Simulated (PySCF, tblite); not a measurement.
**C5H11NSi: geometry, infrared bands and NMR shifts**

Aim: predict the infrared bands and NMR shifts of C5H11NSi (`C=C([SiH3])/C=N\CC`).

The runs use tblite 0.8.0 and PySCF 2.14.0, with density-fitted response routines of our own; the level of theory stands in each step. All values are computed, except where a source is named. Atoms are numbered from 0 throughout.

### Step 1. The starting structure

18 atoms, charge 0, multiplicity 1; geometry from: force field or distance geometry start.

Bonds of the start (Å): C0–C1 1.36, C1–Si2 1.83, C1–C3 1.48, C3–N4 1.30, N4–C5 1.45, C5–C6 1.52, C0–H7 1.08, C0–H8 1.09, Si2–H9 1.47, Si2–H10 1.50, Si2–H11 1.48, C3–H12 1.09, C5–H13 1.10, C5–H14 1.10, C6–H15 1.09, C6–H16 1.10, C6–H17 1.10.

### Step 2. Optimising the geometry with GFN2-xTB

Job settings and geometry (Å):

```
{"job": {"kind": "relax", "xc": "GFN2-xTB", "basis": "xTB"}, "charge": 0, "multiplicity": 1}
C      1.393300    -1.459600    -0.494000
C      0.782200    -0.416100    -1.112400
Si     1.608400     0.804700    -2.189200
C     -0.689700    -0.278900    -0.987600
N     -1.422800    -0.153400     0.074600
C     -0.800200    -0.049900     1.377800
C     -1.805800     0.554600     2.339400
H      2.460400    -1.629500    -0.566200
H      0.823700    -2.176900     0.097700
H      2.946300     0.328700    -2.579800
H      0.794900     1.004600    -3.428300
H      1.743700     2.106400    -1.492500
H     -1.227200    -0.300300    -1.937900
H     -0.507200    -1.042900     1.741700
H      0.089900     0.600600     1.364000
H     -2.115700     1.551300     2.026900
H     -2.704600    -0.067300     2.408100
H     -1.378300     0.630100     3.346100
```

Run with:

```sh
> OMP_NUM_THREADS=1 python probes_run.py task.json out
```

This one command runs all jobs of the session in turn.

Output:

```text
step      E/eV     max force
  0    -568.64145    2.650
  1    -568.74004    2.150
  2    -568.78710    0.375
  3    -568.79151    0.254
  4    -568.79704    0.158
  5    -568.79830    0.096
  6    -568.79962    0.117
  7    -568.80090    0.154
  8    -568.80244    0.129
  9    -568.80364    0.072
 10    -568.80455    0.068
 11    -568.80527    0.088
 12    -568.80594    0.078
 13    -568.80653    0.055
 14    -568.80700    0.058
 15    -568.80744    0.051
 16    -568.80789    0.062
 17    -568.80834    0.060
 18    -568.80876    0.064
 19    -568.80913    0.058
 20    -568.80955    0.054
 21    -568.81004    0.054
 22    -568.81055    0.064
 23    -568.81096    0.062
 24    -568.81130    0.054
 25    -568.81167    0.050
 26    -568.81213    0.050
 27    -568.81265    0.051
 28    -568.81314    0.056
 29    -568.81360    0.061
 30    -568.81409    0.052
 31    -568.81469    0.057
 32    -568.81534    0.057
 33    -568.81595    0.060
 34    -568.81662    0.061
 35    -568.81754    0.077
 36    -568.81885    0.101
 37    -568.82052    0.095
 38    -568.82230    0.104
 39    -568.82385    0.087
 40    -568.82514    0.085
 41    -568.82634    0.087
 42    -568.82739    0.071
 43    -568.82817    0.082
 44    -568.82855    0.098
 45    -568.82948    0.077
 46    -568.83048    0.058
 47    -568.83175    0.064
 48    -568.83278    0.072
 49    -568.83354    0.073
 50    -568.83461    0.081
 51    -568.83644    0.077
 52    -568.83786    0.074
 53    -568.83906    0.073
 54    -568.83997    0.089
 55    -568.84087    0.090
 56    -568.84197    0.079
 57    -568.84334    0.082
 58    -568.84433    0.065
 59    -568.84496    0.063
 60    -568.84558    0.047
 61    -568.84600    0.049
 62    -568.84638    0.046
 63    -568.84672    0.045
 64    -568.84706    0.047
 65    -568.84745    0.049
 66    -568.84802    0.055
 67    -568.84877    0.056
 68    -568.84954    0.052
 69    -568.84983    0.097
 70    -568.85045    0.052
 71    -568.85070    0.039
 72    -568.85105    0.022
 73    -568.85112    0.023
 74    -568.85124    0.022
 75    -568.85134    0.020
 76    -568.85151    0.027
 77    -568.85167    0.027
 78    -568.85180    0.021
 79    -568.85189    0.023
 80    -568.85195    0.020
 81    -568.85200    0.015
 82    -568.85204    0.012
 83    -568.85207    0.011
 84    -568.85210    0.011
 85    -568.85213    0.011
 86    -568.85215    0.010
 87    -568.85218    0.009
```

It took 1.4 s on 1 thread of Intel Xeon at 2.50GHz, shared host; peak memory 0.18 GiB.

Step by step: (not every step is listed)

| step | energy from step 0 (eV) | largest force (eV/Å) |
| --- | --- | --- |
| 0 | 0.0000 | 2.6497 |
| 1 | -0.0986 | 2.1496 |
| 2 | -0.1457 | 0.3752 |
| 3 | -0.1501 | 0.2538 |
| 4 | -0.1556 | 0.1578 |
| 5 | -0.1569 | 0.0959 |
| 6 | -0.1582 | 0.1165 |
| 7 | -0.1594 | 0.1540 |
| 8 | -0.1610 | 0.1291 |
| 15 | -0.1660 | 0.0512 |
| 22 | -0.1691 | 0.0639 |
| 29 | -0.1721 | 0.0613 |
| 36 | -0.1774 | 0.1011 |
| 43 | -0.1867 | 0.0815 |
| 50 | -0.1932 | 0.0812 |
| 57 | -0.2019 | 0.0821 |
| 64 | -0.2056 | 0.0471 |
| 71 | -0.2092 | 0.0388 |
| 78 | -0.2104 | 0.0212 |
| 82 | -0.2106 | 0.0118 |
| 83 | -0.2106 | 0.0109 |
| 84 | -0.2106 | 0.0108 |
| 85 | -0.2107 | 0.0110 |
| 86 | -0.2107 | 0.0104 |
| 87 | -0.2107 | 0.0092 |

Close pairs (by a distance rule), those that changed most:

| bond | before (Å) | after (Å) | change (Å) |
| --- | --- | --- | --- |
| C1–Si2 | 1.826 | 1.892 | +0.067 |
| C3–N4 | 1.297 | 1.258 | -0.039 |
| Si2–H10 | 1.496 | 1.464 | -0.031 |
| C0–C1 | 1.358 | 1.329 | -0.030 |
| Si2–H11 | 1.483 | 1.465 | -0.018 |
| N4–C5 | 1.448 | 1.435 | -0.013 |
| C1–C3 | 1.484 | 1.472 | -0.011 |
| Si2–H9 | 1.473 | 1.463 | -0.010 |

The final coordinates are the input of the step that follows.

### Step 3. Harmonic vibrations with GFN2-xTB

Job settings and geometry (Å):

```
{"job": {"kind": "ir", "xc": "GFN2-xTB", "basis": "xTB"}, "charge": 0, "multiplicity": 1}
C      1.496792    -1.458317    -0.554822
C      0.734540    -0.503253    -1.076355
Si     1.422550     0.973872    -2.038084
C     -0.731295    -0.518821    -0.939455
N     -1.442015    -0.448125     0.095671
C     -0.888443    -0.340593     1.414966
C     -1.577017     0.806942     2.149955
H      2.570356    -1.451882    -0.656595
H      1.076978    -2.303643    -0.028793
H      2.863489     0.789958    -2.208268
H      0.753195     1.038209    -3.339025
H      1.142581     2.195805    -1.280720
H     -1.276140    -0.557565    -1.881283
H     -1.117697    -1.280014     1.930086
H      0.203336    -0.198250     1.421397
H     -1.317369     1.756910     1.688787
H     -2.654632     0.680010     2.098852
H     -1.267969     0.825075     3.192030
```

Output:

```text
mode    cm-1     km/mol
  1      17.3      0.42
  2      63.5      0.05
  3      74.0      0.31
  4     146.0      0.54
  5     161.8      1.77
  6     211.6      0.74
  7     256.4      0.75
  8     324.8      4.43
  9     355.0      0.73
 10     478.6     12.92
 11     534.8     38.93
 12     546.0     30.40
 13     601.9     45.50
 14     658.3     16.86
 15     771.7    168.98
 16     778.6    294.78
 17     783.4    159.86
 18     801.6    192.66
 19     839.1     10.86
 20     874.1      3.60
 21     901.5      0.71
 22     917.3     36.43
 23     964.7     32.13
 24    1077.7      2.78
 25    1101.0      9.05
 26    1141.5     36.87
 27    1154.9     10.36
 28    1245.5      0.95
 29    1322.8      5.88
 30    1324.0     37.14
 31    1398.4      4.80
 32    1421.6      1.42
 33    1462.3      1.70
 34    1486.5      2.58
 35    1499.2      2.62
 36    1662.2      5.93
 37    1723.4    124.57
 38    2256.0    390.61
 39    2260.9    167.84
 40    2272.7    311.65
 41    2854.0     63.54
 42    2930.6     30.58
 43    2966.5     54.47
 44    3036.5     46.08
 45    3038.1     28.61
 46    3054.3     20.60
 47    3066.8     33.65
 48    3091.9     36.70
```

Wall time 1.5 s (1 thread of Intel Xeon at 2.50GHz, shared host); peak memory 0.18 GiB.

The strongest bands and the atoms that carry them (share of the mass-weighted mode):

| cm⁻¹ | km/mol | atoms |
| --- | --- | --- |
| 772 | 169.0 | H9 56 %, H11 24 %, H10 15 % |
| 779 | 294.8 | H10 27 %, H9 26 %, H11 13 % |
| 783 | 159.9 | H11 48 %, H10 44 % |
| 802 | 192.7 | C1 13 %, Si2 11 %, H8 11 % |
| 1723 | 124.6 | C3 52 %, N4 46 % |
| 2256 | 390.6 | H11 50 %, H10 46 % |
| 2261 | 167.8 | H10 51 %, H11 47 % |
| 2273 | 311.6 | H9 97 % |

### Step 4. Shielding tensors: PBE0/pcSseg-1

The job, as its differences from that of step 3:

```diff
@@ -1,2 +1,2 @@
-{"job": {"kind": "ir", "xc": "GFN2-xTB", "basis": "xTB"}, "charge": 0, "multiplicity": 1}
+{"job": {"kind": "nmr", "xc": "PBE0", "basis": "pcSseg-1"}, "charge": 0, "multiplicity": 1}
 C      1.496792    -1.458317    -0.554822
```

Level: GIAO PBE0/pcSseg-1 NMR shielding, non-relativistic, gas phase.

Output:

```text
coarse grid: 14936 points
cycle   1  E = -540.7823754668  dE =  6.303e-01  |g| = 4.057e-01  |ddm| = 3.720e+00
cycle   2  E = -540.7583368637  dE =  2.404e-02  |g| = 5.325e-01  |ddm| = 9.336e-01
cycle   3  E = -540.8229223031  dE = -6.459e-02  |g| = 1.278e-01  |ddm| = 5.736e-01
cycle   4  E = -540.8261910896  dE = -3.269e-03  |g| = 4.126e-02  |ddm| = 1.259e-01
cycle   5  E = -540.8265787995  dE = -3.877e-04  |g| = 8.932e-03  |ddm| = 4.509e-02
cycle   6  E = -540.8265923112  dE = -1.351e-05  |g| = 4.562e-03  |ddm| = 9.950e-03
cycle   7  E = -540.8265976401  dE = -5.329e-06  |g| = 7.453e-04  |ddm| = 4.262e-03
final grid: 138056 points
cycle   8  E = -540.8667943711  dE = -4.114e-05  |g| = 7.430e-03  |ddm| = 2.977e-02
cycle   9  E = -540.8667914980  dE =  2.873e-06  |g| = 8.203e-03  |ddm| = 1.450e-02
cycle  10  E = -540.8668087695  dE = -1.727e-05  |g| = 1.181e-03  |ddm| = 7.649e-03
cycle  11  E = -540.8668090614  dE = -2.919e-07  |g| = 4.032e-04  |ddm| = 1.267e-03
cycle  12  E = -540.8668090962  dE = -3.478e-08  |g| = 8.307e-05  |ddm| = 3.772e-04
cycle  13  E = -540.8668090977  dE = -1.467e-09  |g| = 2.563e-05  |ddm| = 1.074e-04
cycle  14  E = -540.8668090978  dE = -1.539e-10  |g| = 3.636e-06  |ddm| = 2.898e-05
converged SCF energy = -540.8668090978

GIAO shielding tensors (ppm)
atom      isotropic    diamagn.    paramagn.     s11        s22        s33       span
  0 C       46.776     253.392    -206.616    -65.290     47.084    158.534    223.824
  1 C       38.064     267.797    -229.733    -70.022     30.973    153.241    223.263
  2 Si     420.146     880.986    -460.840    379.887    417.064    463.487     83.600
  3 C       20.998     253.029    -232.031    -82.109     36.506    108.596    190.705
  4 N     -128.041     330.149    -458.191   -481.311   -153.560    250.748    732.058
  5 C      136.253     250.205    -113.952    115.798    135.070    157.891     42.093
  6 C      167.211     246.850     -79.639    153.825    163.267    184.542     30.717
  7 H       25.515      31.033      -5.518     22.364     25.197     28.984      6.619
  8 H       25.795      32.206      -6.411     21.815     25.730     29.840      8.025
  9 H       27.627      29.238      -1.611     24.654     26.092     32.134      7.479
 10 H       27.359      28.939      -1.580     24.466     25.716     31.894      7.428
 11 H       27.617      29.687      -2.070     24.280     26.643     31.928      7.648
 12 H       23.422      31.484      -8.062     21.307     22.895     26.065      4.758
 13 H       28.131      31.479      -3.348     24.152     27.187     33.054      8.902
 14 H       27.660      34.664      -7.003     23.451     27.210     32.319      8.868
 15 H       30.833      30.993      -0.160     26.540     29.865     36.093      9.553
 16 H       29.831      29.012       0.819     26.600     27.518     35.377      8.777
 17 H       30.516      28.791       1.725     26.792     27.874     36.883     10.091
```

Wall time 71 s (1 thread of Intel Xeon at 2.50GHz, shared host); peak memory 0.83 GiB.

Shifts follow as δ = σ(reference) − σ, with reference shieldings (ppm) from runs at the same level and on the same kind of geometry: 1H TMS 31.72, 13C TMS 186.9, 29Si TMS 349.2, 15N NH3 267.7. The references are single molecules in the gas phase, so shifts against H2O, NH3, PH3, H3PO4 or CFCl3 are not on the usual liquid scales and can be off by tens of ppm. Atoms listed in one row are averaged.

```csv
atoms,environment,σ (ppm),δ (ppm),δ scaled to CDCl3
C3,C=N carbon,21.0,165.9,160.0
C1,fully substituted alkene carbon,38.1,148.9,143.4
C0,terminal =CH2 carbon,46.8,140.1,134.9
C5,sp3 CH2 bonded to N,136.3,50.7,47.5
C6,methyl carbon,167.2,19.7,17.3
H12,hydrogen on a C=N carbon,23.42,8.29,7.93
H7,hydrogen on a terminal =CH2 carbon,25.52,6.20,5.95
H8,hydrogen on a terminal =CH2 carbon,25.80,5.92,5.69
"H9, H10, H11",hydrogen on a silicon bonded to C,27.53,4.18,–
"H13, H14",hydrogen on an sp3 CH2 bonded to N,27.90,3.82,3.71
"H15, H16, H17",hydrogen on a methyl carbon,30.39,1.32,1.35
Si2,"silicon bonded to C, 3 H",420.1,-71.0,–
N4,imine nitrogen,-128.0,395.8,–
```

The scaled column applies a straight-line fit of computed shieldings to shifts measured in CDCl3 (root-mean-square error 0.16 ppm for H, 1.9 ppm for C).

Charges from the same density, by scheme (e):

| atoms | Mulliken | IAO | Hirshfeld | ESP fit |
| --- | --- | --- | --- | --- |
| C0 | -0.05 | -0.28 | -0.07 | -0.47 |
| C1 | -0.58 | -0.29 | -0.09 | -0.10 |
| Si2 | 0.58 | 0.61 | 0.32 | 0.37 |
| C3 | 0.14 | 0.01 | 0.03 | 0.39 |
| N4 | -0.41 | -0.27 | -0.14 | -0.65 |
| C5 | -0.09 | -0.15 | -0.03 | 0.48 |
| C6 | -0.27 | -0.42 | -0.12 | -0.46 |

Mayer bond orders: C0–C1 1.95, C1–Si2 0.84, C1–C3 0.99, C3–N4 1.99, N4–C5 0.97, C5–C6 1.05.

### Step 5. Summary of results

| quantity | value |
| --- | --- |
| strongest single infrared mode (GFN2-xTB) | 2256 cm⁻¹, 391 km/mol |
| zero-point energy (GFN2-xTB) | 88.5 kcal/mol |
| 13C shifts against TMS (PBE0/pcSseg-1) | 165.9, 148.9, 140.1, 50.7, 19.7 ppm |
| 1H shifts against TMS (PBE0/pcSseg-1, means over atoms taken as alike) | 8.29, 6.20, 5.92, 4.18, 3.82, 1.32 ppm |
| 29Si shifts against TMS (PBE0/pcSseg-1) | -71.0 ppm |
| 15N shifts against NH3 (PBE0/pcSseg-1) | 395.8 ppm |

In words: Over 87 steps the energy fell by 0.211 eV; of the close pairs, C1–Si2 changed most, 1.826 to 1.892 Å. No mode is imaginary among the 48: a minimum at this level. The strongest single mode, at 2256 cm⁻¹, moves mainly H11 and H10. GFN2-xTB is a fitted tight-binding method: band positions and strengths are rough. Its intensities can rank the bands wrongly. At PBE0/pcSseg-1: The largest span, 732 ppm, is at N4, where the paramagnetic term is -458 ppm.
